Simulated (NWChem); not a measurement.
**CH7GeSi (SMILES [CH3][GeH][SiH3]): levels of theory compared**

Wanted: a comparison of 3 runs (UHF/pcseg-1, UHF/def2-SVP, UPBE0/def2-SVP) of CH7GeSi. 

Program for the calculation: NWChem 7.3.0.

### 1 The structure to begin with

The species is CH7GeSi (10 atoms), meant as a doublet with charge 0. SMILES: `[CH3][GeH][SiH3]`. The coordinates come from a PBE0-D4/def2-TZVP relaxation.

Bond lengths: C1–Ge2 1.964 Å, Ge2–Si3 2.374 Å, C1–H4 1.090 Å, C1–H5 1.093 Å, C1–H6 1.090 Å, Ge2–H7 1.548 Å, Si3–H8 1.487 Å, Si3–H9 1.488 Å, Si3–H10 1.492 Å. Some angles: C1–Ge2–Si3 114.6°, C1–Ge2–H7 109.9°, Si3–Ge2–H7 112.7°, Ge2–C1–H4 110.1°, Ge2–C1–H5 109.8°, Ge2–C1–H6 110.3°, Ge2–Si3–H8 109.4°, Ge2–Si3–H9 108.9°, Ge2–Si3–H10 113.1°, H4–C1–H5 108.7°.

### 2 Energy and gradient at UHF/pcseg-1 (run 1)

File ch7gesi.xyz:

```xyz
10

C     -1.028200     1.294700    -0.763800
Ge    -0.242400    -0.504200    -0.827300
Si     0.885800    -1.160700     1.156100
H     -1.599600     1.486400    -1.672500
H     -0.235700     2.042800    -0.684100
H     -1.688700     1.388300     0.098200
H      0.639300    -0.650700    -2.090900
H      1.389200    -2.550800     1.000400
H     -0.074300    -1.121100     2.291700
H      2.037700    -0.275900     1.495300
```

File ch7gesi.nw:

```
start ch7gesi
memory stack 880 mb heap 220 mb global 1100 mb
geometry noautosym nocenter noautoz
  load ch7gesi.xyz
end
basis spherical bse
  * library pcseg-1
end
scf
  nopen 1
  uhf
  thresh 1e-08
  maxiter 80
end
task scf gradient
```

The run is started by

```console
$ nwchem ch7gesi.nw > ch7gesi.out
```

Standard output:

```text
[...]
  functions       =    94
[...]
  wavefunction    = UHF
[...]
         Total SCF energy =  -2405.905548091469
      One electron energy =  -3847.056250732493
      Two electron energy =   1192.598929171414
 Nuclear repulsion energy =    248.551773469610
                       Sz =      0.5000
                 Sz(Sz+1) =      0.7500
                      S^2 =      0.7563
[...]
                         UHF ENERGY GRADIENTS
    atom               coordinates                        gradient
                 x          y          z           x          y          z
   1 C      -1.943016   2.446628  -1.443373    0.001454  -0.006143  -0.000208
   2 Ge     -0.458070  -0.952800  -1.563370   -0.000626   0.002959   0.008423
   3 Si      1.673919  -2.193405   2.184712   -0.005068   0.003050  -0.008658
   4 H      -3.022806   2.808889  -3.160567   -0.001538  -0.000153  -0.003538
   5 H      -0.445408   3.860332  -1.292762    0.003825   0.001909   0.000362
   6 H      -3.191180   2.623507   0.185571   -0.001675  -0.000638   0.003220
   7 H       1.208102  -1.229645  -3.951228    0.001681  -0.000195  -0.002685
   8 H       2.625207  -4.820313   1.890482    0.000935  -0.002776  -0.000347
   9 H      -0.140407  -2.118572   4.330685   -0.001817   0.000086   0.002179
  10 H       3.850695  -0.521375   2.825707    0.002828   0.001901   0.001251
[...]
```

It took 68 s on 1 thread of Intel Xeon Platinum 8488C (Sapphire Rapids), shared host; peak memory 0.1 GiB.

### 3 Energy and gradient at UHF/def2-SVP (run 2)

File input.xyz:

```xyz
10
CH7GeSi gradient
C     -1.028200     1.294700    -0.763800
Ge    -0.242400    -0.504200    -0.827300
Si     0.885800    -1.160700     1.156100
H     -1.599600     1.486400    -1.672500
H     -0.235700     2.042800    -0.684100
H     -1.688700     1.388300     0.098200
H      0.639300    -0.650700    -2.090900
H      1.389200    -2.550800     1.000400
H     -0.074300    -1.121100     2.291700
H      2.037700    -0.275900     1.495300
```

File run.py:

```python
from ase.io import read
from ase.calculators.nwchem import NWChem

atoms = read('input.xyz')

calc = NWChem(
    label='input',
    theory='scf',
    memory='2200 mb',
    basis='def2-SVP',
    basispar='spherical bse',
    scf={'nopen': '1', 'uhf': None, 'thresh': '1e-08', 'maxiter': '80'},
)
atoms.calc = calc

forces = atoms.get_forces()
print("Total energy (eV):", round(atoms.get_potential_energy(), 6))
print("forces (eV/A):")
for s, f in zip(atoms.symbols, forces):
    print(f"{s:2s} {f[0]:10.5f} {f[1]:10.5f} {f[2]:10.5f}")
```

The run is started by

```console
$ export ASE_NWCHEM_COMMAND="nwchem PREFIX.nwi > PREFIX.nwo"
$ python run.py
```

Standard output:

```text
Total energy (eV): -65465.985629
forces (eV/A):
C     0.02360    0.09703    0.00180
Ge   -0.04736   -0.08372   -0.41878
Si    0.22893   -0.12542    0.37934
H    -0.01229    0.03327    0.02993
H    -0.06592    0.02216   -0.00432
H    -0.02000    0.04350   -0.01615
H    -0.05302    0.00489    0.09842
H    -0.01913    0.06783    0.01424
H     0.04607   -0.00401   -0.04695
H    -0.08094   -0.05559   -0.03754
```

The calculator wrote input.nwi:

```
title "input"

permanent_dir input

scratch_dir input

start input

geometry units angstrom nocenter noautosym noautoz
  C  -1.0282000000000000e+00 1.2947000000000000e+00 -7.6380000000000003e-01
  Ge -2.4240000000000000e-01 -5.0419999999999998e-01 -8.2730000000000004e-01
  Si 8.8580000000000003e-01 -1.1607000000000001e+00 1.1560999999999999e+00
  H  -1.5995999999999999e+00 1.4863999999999999e+00 -1.6725000000000001e+00
  H  -2.3569999999999999e-01 2.0428000000000002e+00 -6.8410000000000004e-01
  H  -1.6887000000000001e+00 1.3883000000000001e+00 9.8199999999999996e-02
  H  6.3929999999999998e-01 -6.5069999999999995e-01 -2.0909000000000000e+00
  H  1.3892000000000000e+00 -2.5508000000000002e+00 1.0004000000000000e+00
  H  -7.4300000000000005e-02 -1.1211000000000000e+00 2.2917000000000001e+00
  H  2.0377000000000001e+00 -2.7589999999999998e-01 1.4953000000000001e+00
end

memory 2200 mb

basis spherical bse noprint
   * library def2-SVP
end

scf
  nopen 1
  uhf
  thresh 1e-08
  maxiter 80
end

task scf gradient
```

input.nwo, cut to the lines that bear on the results:

```text
[...]
      One electron energy =  -3846.951978695892
[... 1 line left out ...]
 Nuclear repulsion energy =    248.551773469610
[... 52 lines left out ...]
          Final beta eigenvalues
[... 255 lines left out ...]
                     UHF Final Beta Molecular Orbital Analysis
[...]
  wavefunction    =   UHF
                         UHF ENERGY GRADIENTS
    atom               coordinates                        gradient
                 x          y          z           x          y          z
   1 C      -1.943016   2.446628  -1.443373   -0.000459  -0.001887  -0.000035
   2 Ge     -0.458070  -0.952800  -1.563370    0.000921   0.001628   0.008144
   3 Si      1.673919  -2.193405   2.184712   -0.004452   0.002439  -0.007377
[... 6 lines of this table left out ...]
  10 H       3.850695  -0.521375   2.825707    0.001574   0.001081   0.000730
[...]
```

It took 52 s on 1 thread of Intel Xeon Platinum 8488C (Sapphire Rapids), shared host; peak memory 0.1 GiB.

### 4 Energy and gradient at UPBE0/def2-SVP (run 3)

File run.py:

```python
from ase import Atoms
from ase.calculators.nwchem import NWChem

molecule = Atoms(['C', 'Ge', 'Si', 'H', 'H', 'H', 'H', 'H', 'H', 'H'], positions=[
    [-1.028200, 1.294700, -0.763800],
    [-0.242400, -0.504200, -0.827300],
    [0.885800, -1.160700, 1.156100],
    [-1.599600, 1.486400, -1.672500],
    [-0.235700, 2.042800, -0.684100],
    [-1.688700, 1.388300, 0.098200],
    [0.639300, -0.650700, -2.090900],
    [1.389200, -2.550800, 1.000400],
    [-0.074300, -1.121100, 2.291700],
    [2.037700, -0.275900, 1.495300],
])

calc = NWChem(
    label='ch7gesi',
    theory='dft',
    memory='2200 mb',
    basis='def2-SVP',
    basispar='spherical bse',
    dft={'xc': 'pbe0', 'mult': '2', 'grid': 'fine', 'convergence': 'energy 1e-08', 'iterations': '100', 'mulliken': None, 'print': 'low'},
)
molecule.calc = calc

forces = molecule.get_forces()
e = molecule.get_potential_energy()
print(f"E = {e:.6f} eV")
print("forces (eV/A):")
for s, f in zip(molecule.symbols, forces):
    print(f"{s:2s} {f[0]:10.5f} {f[1]:10.5f} {f[2]:10.5f}")
```

The run is started by

```console
$ export ASE_NWCHEM_COMMAND="nwchem PREFIX.nwi > PREFIX.nwo"
$ python run.py
```

Standard output:

```text
E = -65523.714418 eV
forces (eV/A):
C     0.13833   -0.26770   -0.00031
Ge   -0.04715   -0.00859   -0.03579
Si   -0.03723    0.03070   -0.07919
H    -0.16620    0.05559   -0.25526
H     0.21160    0.20929    0.01733
H    -0.19474    0.03430    0.24199
H     0.02422   -0.00221   -0.02412
H     0.05286   -0.14002   -0.01440
H    -0.09698    0.00273    0.11719
H     0.11529    0.08593    0.03250
```

The calculator wrote ch7gesi.nwi:

```
title "ch7gesi"

permanent_dir ch7gesi

scratch_dir ch7gesi

start ch7gesi

geometry units angstrom nocenter noautosym noautoz
  C  -1.0282000000000000e+00 1.2947000000000000e+00 -7.6380000000000003e-01
  Ge -2.4240000000000000e-01 -5.0419999999999998e-01 -8.2730000000000004e-01
  Si 8.8580000000000003e-01 -1.1607000000000001e+00 1.1560999999999999e+00
  H  -1.5995999999999999e+00 1.4863999999999999e+00 -1.6725000000000001e+00
  H  -2.3569999999999999e-01 2.0428000000000002e+00 -6.8410000000000004e-01
  H  -1.6887000000000001e+00 1.3883000000000001e+00 9.8199999999999996e-02
  H  6.3929999999999998e-01 -6.5069999999999995e-01 -2.0909000000000000e+00
  H  1.3892000000000000e+00 -2.5508000000000002e+00 1.0004000000000000e+00
  H  -7.4300000000000005e-02 -1.1211000000000000e+00 2.2917000000000001e+00
  H  2.0377000000000001e+00 -2.7589999999999998e-01 1.4953000000000001e+00
end

memory 2200 mb

basis spherical bse noprint
   * library def2-SVP
end

dft
  xc pbe0
  mult 2
  grid fine
  convergence energy 1e-08
  iterations 100
  mulliken
  print low
end

task dft gradient
```

ch7gesi.nwo, cut to the lines that bear on the results:

```text
[...]
         Total DFT energy =    -2407.952110886141
      One electron energy =    -3846.661660586578
           Coulomb energy =     1297.688077992102
    Exchange-Corr. energy =     -107.530301761275
 Nuclear repulsion energy =      248.551773469610
[... 41 lines left out ...]
     ------------------------------------------
      Spin Density - Lowdin Population Analysis
[...]
      <S2> =      0.7526 (Exact =     0.7500)
                         DFT ENERGY GRADIENTS
    atom               coordinates                        gradient
                 x          y          z           x          y          z
   1 C      -1.943016   2.446628  -1.443373   -0.002690   0.005206   0.000006
   2 Ge     -0.458070  -0.952800  -1.563370    0.000917   0.000167   0.000696
   3 Si      1.673919  -2.193405   2.184712    0.000724  -0.000597   0.001540
[... 6 lines of this table left out ...]
  10 H       3.850695  -0.521375   2.825707   -0.002242  -0.001671  -0.000632
 Task  times  cpu:       62.7s     wall:       62.7s
 Total times  cpu:       62.7s     wall:       62.7s
```

Run time: 64 s. Hardware: 1 thread of Intel Xeon Platinum 8488C (Sapphire Rapids), shared host; peak memory 0.13 GiB.

### 5 Overview of the runs

```csv
run,level,iteration cap,module,energy (Eh),dipole moment (D),HOMO energy (eV),LUMO energy (eV),wall time
1,UHF/pcseg-1,80,scf,-2405.905548,0.68,-8.28,1.11,68 s
2,UHF/def2-SVP,80,scf,-2405.830617,0.79,-8.27,1.23,52 s
3,UPBE0/def2-SVP,100,dft,-2407.952111,–,–,–,64 s
```

### 6 What came out

| quantity | value |
| --- | --- |
| run 3: total energy | -2407.95211 Eh |
| run 3: ⟨S²⟩ | 0.753 |
| run 3: largest force on an atom | 0.313 eV/Å |

All runs together took 3.1 min, the longest 68 s.
